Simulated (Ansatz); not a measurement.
# AlClF2H4Si: the cost of one run

All numbers below are computed with Ansatz 0.2.0 (RKS PBE/def2-SVP).

## Step 1: Starting point

Bond lengths: Al1–Cl2 2.580 Å, Al1–F3 1.690 Å, Al1–F4 1.690 Å, Al1–Si5 2.620 Å, Si5–H6 1.460 Å, Si5–H7 1.460 Å, Si5–H8 1.460 Å, Cl2–H9 1.537 Å, Si5–H9 1.636 Å. Angles (14 of 18 angles, heavy atoms first): Cl2–Al1–F3 120.0°, Cl2–Al1–F4 120.0°, Cl2–Al1–Si5 71.6°, F3–Al1–F4 120.0°, F3–Al1–Si5 97.0°, F4–Al1–Si5 101.2°, Al1–Cl2–H9 71.8°, Al1–Si5–H6 109.5°, Al1–Si5–H7 109.5°, Al1–Si5–H8 109.5°, Al1–Si5–H9 69.5°, Cl2–H9–Si5 147.0°, H6–Si5–H7 109.4°, H6–Si5–H8 109.4°.

As a file:

```xyz
9

Al    0.0000    0.0000    0.0000
Cl    0.0000    0.0000    2.5800
F     1.4635    0.0000   -0.8450
F    -1.4635    0.0000   -0.8450
Si    0.1095   -2.4839    0.8261
H    -0.6805   -3.3291   -0.0645
H     1.4971   -2.9379    0.8228
H    -0.4270   -2.5710    2.1812
H     0.0643   -1.4591    2.1004
```

## Step 2: A restrained relaxation towards end A

Springs on the bonds that form and break draw the guess towards this end; the thresholds are loose.

input.yaml

```yaml
crystal:
  periodic: [false, false, false]
  atoms:
    - { symbol: Al, position_ang: [0.0, 0.0, 0.0] }
    - { symbol: Cl, position_ang: [0.0, 0.0, 2.58] }
    - { symbol: F, position_ang: [1.4635, 0.0, -0.845] }
    - { symbol: F, position_ang: [-1.4635, 0.0, -0.845] }
    - { symbol: Si, position_ang: [0.1095, -2.4839, 0.8261] }
    - { symbol: H, position_ang: [-0.6805, -3.3291, -0.0645] }
    - { symbol: H, position_ang: [1.4971, -2.9379, 0.8228] }
    - { symbol: H, position_ang: [-0.427, -2.571, 2.1812] }
    - { symbol: H, position_ang: [0.0643, -1.4591, 2.1004] }
basis:
  gaussian: { orbitals: def2-SVP }
hamiltonian:
  xc: pbe
relax:
  f_tol: 0.15
  max_steps: 25
  restrain:
    - { distance: [0, 4], at: 3.52, k: 30.0 }
    - { distance: [8, 1], at: 2.57, k: 30.0 }
    - { distance: [0, 1], at: 2.23, k: 30.0 }
    - { distance: [8, 4], at: 1.46, k: 30.0 }
output:
  orbitals: {}
```

Run with:

```sh
ansatz run input.yaml --threads 2 --pin off --max-ram 3072MiB --backend cpu --events-out ev --progress --plain --runs-dir out
```

What time and memory should one allow on 2 threads of Intel Xeon 6975P-C (Granite Rapids), shared host?

About 15 s, with a peak of 0.17 GiB.
